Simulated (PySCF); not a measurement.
# [Eu(H2O)3]3+: forces at shaken geometries

Aim: move all atoms of relaxed [Eu(H2O)3]3+ at random and read energies and forces. The species was built from a template and needn't be a known compound.

The runs use PySCF 2.14.0; PBE, Eu lcecp-1-SVP with ECP52, O def2-SVP, H def2-SVP; scalar-relativistic core potentials, no spin–orbit coupling.

3 further runs of the same task are left out: 2 for a known fault of the program, 1 that didn't finish.

### 1 The starting structure

10 atoms, charge 3, spin multiplicity 1.

Bond lengths: Eu1–O2 2.296 Å, Eu1–O5 2.296 Å, Eu1–O8 2.296 Å, O2–H3 0.999 Å, O2–H4 0.999 Å, O5–H6 0.999 Å, O5–H7 0.999 Å, O8–H9 0.999 Å, O8–H10 0.999 Å. Angles: O2–Eu1–O5 120.0°, O2–Eu1–O8 120.0°, O5–Eu1–O8 120.0°, Eu1–O2–H3 128.7°, Eu1–O2–H4 128.7°, H3–O2–H4 102.6°, Eu1–O5–H6 128.7°, Eu1–O5–H7 128.7°, H6–O5–H7 102.6°, Eu1–O8–H9 128.7°, Eu1–O8–H10 128.7°, H9–O8–H10 102.6°.

Geometry (Å):

```xyz
10

Eu    0.00000    0.00000    0.00000
O     2.29588   -0.00001    0.00000
H     2.92006   -0.76946    0.12519
H     2.92007    0.76942   -0.12519
O    -1.14793    1.98829    0.00000
H    -0.79366    2.91358    0.12519
H    -2.12638    2.14414   -0.12519
O    -1.14795   -1.98828    0.00000
H    -2.12640   -2.14412    0.12519
H    -0.79369   -2.91357   -0.12519
```

Formal oxidation states: Eu +3. Each metal's 6 4f electrons lie in its core potential, so multiplicities, spins and levels count the valence alone. An earlier session relaxed this geometry at PBE, Eu lcecp-1-SVP with ECP52, O def2-SVP, H def2-SVP (singlet, point group D3).

Its energy there is -263.118872 Eh.

### 2 Atoms moved at random, σ = 0.06 Å

Input file run.py (the lines that set the calculation):

```python
mol = gto.M(atom='''
Eu     0.03888     0.06199    -0.04370
O      2.32734    -0.03813    -0.01150
H      2.87031    -0.68265     0.16469
H      2.92056     0.68126    -0.08354
O     -1.15748     2.02449    -0.05727
H     -0.77983     2.92309     0.15949
H     -2.16961     2.14455    -0.01484
O     -1.10023    -2.12050    -0.13868
H     -2.09876    -2.09446     0.16156
H     -0.85119    -2.89964    -0.13620''',
    basis={'Eu': 'lcecp-1-SVP', 'O': 'def2-SVP', 'H': 'def2-SVP'},
    ecp={'Eu': 'lcecp-1-SVP'},
    charge=3, spin=0)
mf = dft.RKS(mol, xc='PBE')
mf.grids.atom_grid = (50, 194)  # f atoms: unpruned, at least (60, 302)
mf = mf.density_fit()  # fitting sets: Eu AutoAux, O def2-universal-JKFIT, H def2-universal-JKFIT
mf.conv_tol = 1e-08; mf.max_cycle = 55
mf.kernel(dm0)  # dm0: the density of the relaxed state
```

Command:

```sh
$ OMP_NUM_THREADS=2 python run.py
```

The program printed:

```text
init E= -263.203564869611
  HOMO = -0.812823548021342  LUMO = -0.642881853773948  gap/eV = 4.62435
cycle= 1 E= -263.034832273407  delta_E= 0.169  |g|= 0.208  |ddm|= 0.548
  HOMO = -0.825753567888276  LUMO = -0.663370374662863  gap/eV = 4.41867
cycle= 2 E= -263.017773177191  delta_E= 0.0171  |g|= 0.374  |ddm|= 0.424
  HOMO = -0.838074168213797  LUMO = -0.664038464761355  gap/eV = 4.73575
cycle= 3 E= -263.044613583388  delta_E= -0.0268  |g|= 0.0365  |ddm|= 0.245
  HOMO = -0.8382643124569  LUMO = -0.665181141828792  gap/eV = 4.70983
cycle= 4 E= -263.044781736981  delta_E= -0.000168  |g|= 0.0231  |ddm|= 0.0386
  HOMO = -0.839173788207688  LUMO = -0.664699169426423  gap/eV = 4.74770
cycle= 5 E= -263.044885755411  delta_E= -0.000104  |g|= 0.00344  |ddm|= 0.017
  HOMO = -0.839124254948384  LUMO = -0.664685675859619  gap/eV = 4.74672
cycle= 6 E= -263.044888084762  delta_E= -2.33e-06  |g|= 0.000421  |ddm|= 0.00263
  HOMO = -0.839113842154219  LUMO = -0.664685286695611  gap/eV = 4.74644
cycle= 7 E= -263.044888125767  delta_E= -4.1e-08  |g|= 8.73e-05  |ddm|= 0.000432
  HOMO = -0.839117906800208  LUMO = -0.664686072065571  gap/eV = 4.74653
cycle= 8 E= -263.044888127091  delta_E= -1.32e-09  |g|= 4.31e-05  |ddm|= 8.71e-05
  HOMO = -0.8390997382477  LUMO = -0.664686580922188  gap/eV = 4.74602
Extra cycle  E= -263.044888125807  delta_E= 1.28e-09  |g|= 9.18e-05  |ddm|= 8.9e-05
converged SCF energy = -263.044888125807
```

Run time: 4.2 s. Hardware: 2 threads of Arm Neoverse V2, shared host.

Read off: E = -263.044888 Eh (+2.013 eV from the relaxed state), HOMO -22.83 eV, LUMO -18.09 eV, Mulliken charge on Eu1 +1.89 e, largest force component 15.556 eV/Å. 

| atom | Fx | Fy | Fz (eV/Å) |
| --- | --- | --- | --- |
| Eu1 | -0.482 | -1.078 | -0.302 |
| O2 | -7.413 | 4.865 | -1.446 |
| H3 | 5.668 | -7.589 | 1.899 |
| H4 | 1.937 | 2.844 | -0.422 |
| O5 | -0.541 | -0.255 | 0.443 |
| H6 | -0.244 | 0.139 | -0.168 |
| H7 | 0.840 | 0.126 | -0.174 |
| O8 | -5.869 | 15.556 | 0.986 |
| H9 | 1.744 | -0.639 | -0.729 |
| H10 | 4.363 | -13.969 | -0.088 |

### 3 Atoms moved at random, σ = 0.15 Å

Input file run.py (the lines that set the calculation):

```python
mol = gto.M(atom='''
Eu    -0.19590    -0.06065    -0.12142
O      2.29167     0.14531    -0.18284
H      2.73798    -0.73847    -0.04597
H      2.88732     0.65841    -0.04460
O     -0.87398     2.06593     0.03562
H     -0.49124     2.96248     0.46805
H     -2.21541     2.06944    -0.42252
O     -1.08831    -1.92694     0.18962
H     -2.39731    -2.09693     0.20036
H     -0.65483    -3.07857    -0.07632''',
    basis={'Eu': 'lcecp-1-SVP', 'O': 'def2-SVP', 'H': 'def2-SVP'},
    ecp={'Eu': 'lcecp-1-SVP'},
    charge=3, spin=0)
mf = dft.RKS(mol, xc='PBE')
mf.grids.atom_grid = (50, 194)  # f atoms: unpruned, at least (60, 302)
mf = mf.density_fit()  # fitting sets: Eu AutoAux, O def2-universal-JKFIT, H def2-universal-JKFIT
mf.conv_tol = 1e-08; mf.max_cycle = 55
mf.kernel(dm0)  # dm0: the density of the relaxed state
```

Command:

```sh
$ OMP_NUM_THREADS=2 python run.py
```

The program printed:

```text
init E= -261.957111390736
  HOMO = -0.945970938173694  LUMO = -0.848614889005862  gap/eV = 2.64919
cycle= 1 E= -262.720188421915  delta_E= -0.763  |g|= 0.932  |ddm|= 1.12
  HOMO = -0.661104517748356  LUMO = -0.623938219866767  gap/eV = 1.01135
cycle= 2 E= -260.827993452748  delta_E= 1.89  |g|= 2.98  |ddm|= 2.43
  HOMO = -0.808996978489507  LUMO = -0.631503627545367  gap/eV = 4.82984
cycle= 3 E= -262.889627650509  delta_E= -2.06  |g|= 0.205  |ddm|= 2.05
  HOMO = -0.809476655641198  LUMO = -0.646274611125801  gap/eV = 4.44095
cycle= 4 E= -262.888747640152  delta_E= 0.00088  |g|= 0.255  |ddm|= 0.392
  HOMO = -0.816480340745722  LUMO = -0.647257730628643  gap/eV = 4.60478
cycle= 5 E= -262.901630797242  delta_E= -0.0129  |g|= 0.0577  |ddm|= 0.179
  HOMO = -0.816595505848361  LUMO = -0.642277413584804  gap/eV = 4.74344
cycle= 6 E= -262.902374469144  delta_E= -0.000744  |g|= 0.0145  |ddm|= 0.0601
  HOMO = -0.814435327999727  LUMO = -0.642807766204654  gap/eV = 4.67022
cycle= 7 E= -262.90241219453  delta_E= -3.77e-05  |g|= 0.00633  |ddm|= 0.0127
  HOMO = -0.815287730633539  LUMO = -0.642935124346977  gap/eV = 4.68995
cycle= 8 E= -262.902419488349  delta_E= -7.29e-06  |g|= 0.00143  |ddm|= 0.00416
  HOMO = -0.815119038016397  LUMO = -0.642952275716738  gap/eV = 4.68490
cycle= 9 E= -262.902419922539  delta_E= -4.34e-07  |g|= 0.00028  |ddm|= 0.00113
  HOMO = -0.815126367085237  LUMO = -0.642960747752507  gap/eV = 4.68487
cycle= 10 E= -262.902419941591  delta_E= -1.91e-08  |g|= 3.91e-05  |ddm|= 0.000229
  HOMO = -0.815125776112432  LUMO = -0.642962626473534  gap/eV = 4.68480
cycle= 11 E= -262.902419941926  delta_E= -3.34e-10  |g|= 1.03e-05  |ddm|= 3.9e-05
  HOMO = -0.815126942573474  LUMO = -0.642962981985778  gap/eV = 4.68482
Extra cycle  E= -262.902419941855  delta_E= 7.04e-11  |g|= 2.1e-05  |ddm|= 2.09e-05
converged SCF energy = -262.902419941855
```

It took 4.8 s on 2 threads of Arm Neoverse V2, shared host.

Read off: E = -262.902420 Eh (+5.890 eV from the relaxed state), HOMO -22.18 eV, LUMO -17.50 eV, Mulliken charge on Eu1 +1.73 e, largest force component 13.628 eV/Å. 

| atom | Fx | Fy | Fz (eV/Å) |
| --- | --- | --- | --- |
| Eu1 | 2.934 | 2.439 | -0.261 |
| O2 | -13.628 | -12.619 | -2.433 |
| H3 | 0.034 | 0.320 | -0.264 |
| H4 | 12.712 | 11.865 | 2.806 |
| O5 | -3.618 | 0.270 | -0.796 |
| H6 | -1.594 | -1.404 | -1.101 |
| H7 | 4.512 | 1.314 | 1.838 |
| O8 | -4.163 | -6.161 | -1.141 |
| H9 | 4.661 | 0.062 | 0.175 |
| H10 | -1.849 | 3.913 | 1.176 |

### 4 Atoms moved at random, σ = 0.1 Å

Input file run.py (the lines that set the calculation):

```python
mol = gto.M(atom='''
Eu    -0.08345    -0.13288     0.11612
O      2.25915    -0.00942    -0.12370
H      2.81531    -0.88289     0.16814
H      2.89927     0.73516    -0.09645
O     -1.26158     2.05071    -0.09843
H     -0.80780     3.01283     0.21180
H     -1.99376     2.08447    -0.10875
O     -1.04419    -1.92913    -0.14786
H     -2.05336    -1.99213     0.40415
H     -0.72961    -2.93673    -0.32501''',
    basis={'Eu': 'lcecp-1-SVP', 'O': 'def2-SVP', 'H': 'def2-SVP'},
    ecp={'Eu': 'lcecp-1-SVP'},
    charge=3, spin=0)
mf = dft.RKS(mol, xc='PBE')
mf.grids.atom_grid = (50, 194)  # f atoms: unpruned, at least (60, 302)
mf = mf.density_fit()  # fitting sets: Eu AutoAux, O def2-universal-JKFIT, H def2-universal-JKFIT
mf.conv_tol = 1e-08; mf.max_cycle = 55
mf.kernel(dm0)  # dm0: the density of the relaxed state
```

Command:

```sh
$ OMP_NUM_THREADS=2 python run.py
```

The program printed:

```text
init E= -262.691629434938
  HOMO = -0.887434390108677  LUMO = -0.714308178744252  gap/eV = 4.71100
cycle= 1 E= -262.933283791195  delta_E= -0.242  |g|= 0.332  |ddm|= 0.867
  HOMO = -0.803390131750586  LUMO = -0.650728516408194  gap/eV = 4.15413
cycle= 2 E= -262.856702401981  delta_E= 0.0766  |g|= 0.71  |ddm|= 0.605
  HOMO = -0.823233649516983  LUMO = -0.646153644841951  gap/eV = 4.81859
cycle= 3 E= -262.953662827675  delta_E= -0.097  |g|= 0.0622  |ddm|= 0.457
  HOMO = -0.826665535172593  LUMO = -0.651760729103159  gap/eV = 4.75940
cycle= 4 E= -262.9545017144  delta_E= -0.000839  |g|= 0.0148  |ddm|= 0.0668
  HOMO = -0.824142136098497  LUMO = -0.651918817693843  gap/eV = 4.68644
cycle= 5 E= -262.954529419367  delta_E= -2.77e-05  |g|= 0.0085  |ddm|= 0.015
  HOMO = -0.824988340936966  LUMO = -0.651625410668115  gap/eV = 4.71745
cycle= 6 E= -262.954544322234  delta_E= -1.49e-05  |g|= 0.000999  |ddm|= 0.00679
  HOMO = -0.82508311371149  LUMO = -0.651690457299376  gap/eV = 4.71825
cycle= 7 E= -262.954544512583  delta_E= -1.9e-07  |g|= 0.000416  |ddm|= 0.00105
  HOMO = -0.825039221879615  LUMO = -0.651693078270429  gap/eV = 4.71699
cycle= 8 E= -262.954544543076  delta_E= -3.05e-08  |g|= 0.000128  |ddm|= 0.000318
  HOMO = -0.825045022849475  LUMO = -0.651690646232932  gap/eV = 4.71721
cycle= 9 E= -262.954544546482  delta_E= -3.41e-09  |g|= 1.2e-05  |ddm|= 9.88e-05
  HOMO = -0.825045382876965  LUMO = -0.651690846008911  gap/eV = 4.71722
Extra cycle  E= -262.954544546435  delta_E= 4.73e-11  |g|= 2e-05  |ddm|= 2.02e-05
converged SCF energy = -262.954544546435
```

Wall time 4.4 s (2 threads of Arm Neoverse V2, shared host).

It gives: E = -262.954545 Eh (+4.472 eV from the relaxed state), HOMO -22.45 eV, LUMO -17.73 eV, Mulliken charge on Eu1 +1.77 e, largest force component 32.735 eV/Å. 

| atom | Fx | Fy | Fz (eV/Å) |
| --- | --- | --- | --- |
| Eu1 | 1.911 | 4.229 | -0.210 |
| O2 | -0.065 | -2.986 | 1.297 |
| H3 | -0.885 | 2.366 | -0.957 |
| H4 | 0.532 | 0.375 | -0.154 |
| O5 | 32.735 | -0.196 | 1.911 |
| H6 | -1.919 | -2.824 | -1.173 |
| H7 | -30.458 | 2.186 | -0.549 |
| O8 | -3.702 | -4.372 | 1.742 |
| H9 | 2.911 | -0.562 | -2.092 |
| H10 | -1.060 | 1.784 | 0.187 |

### 5 Results

| σ (Å) | energy rise (eV) | harmonic estimate −½ F·u (eV) | largest force component (eV/Å) |
| --- | --- | --- | --- |
| 0.06 | 2.013 | 2.314 | 15.56 |
| 0.15 | 5.890 | 4.694 | 13.63 |
| 0.1 | 4.472 | 5.539 | 32.74 |

Every displacement raises the energy. For a harmonic well the rise equals −½ F·u; the two differ by at most 24 % here (a move with σ = 0.1 Å), from anharmonicity, the grid and the small forces left at the relaxed point. These are double-zeta-type bases without diffuse functions. Spin–orbit coupling is left out.
